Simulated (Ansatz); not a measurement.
## Co in Ansatz: the effect of functional

Sheet: Co, a sheet with vacuum.

```
Co
1.0
     2.34715    0.00000    0.00000
    -1.17358    2.03269    0.00000
     0.00000    0.00000   23.80000
Co
1
Direct
  0.00000 0.00000 0.29412
```

The cell was built by a generator and needn't be a form met in nature.

Alike in all runs:

* Program: Ansatz 0.2.0
* Task: single point
* Potentials or basis: all-electron LAPW, scalar-relativistic
* Cutoff: 327 eV (chosen from the basis error)
* Basis error allowed: 0.002 eV/atom
* k mesh: 13 × 13 × 1
* Occupations: fermi-dirac, width 0.05 eV
* Spin: collinear spin, ferromagnetic start
* Starting moments: [2.0] μB

```tsv
functional	moment (μB)	work function (eV)
PBE	1.72	5.19
LDA	?	?
PBEsol	1.72	5.32
```

Task: What does the run with functional LDA give?

Result: Moment 1.70 μB; work function 5.55 eV.
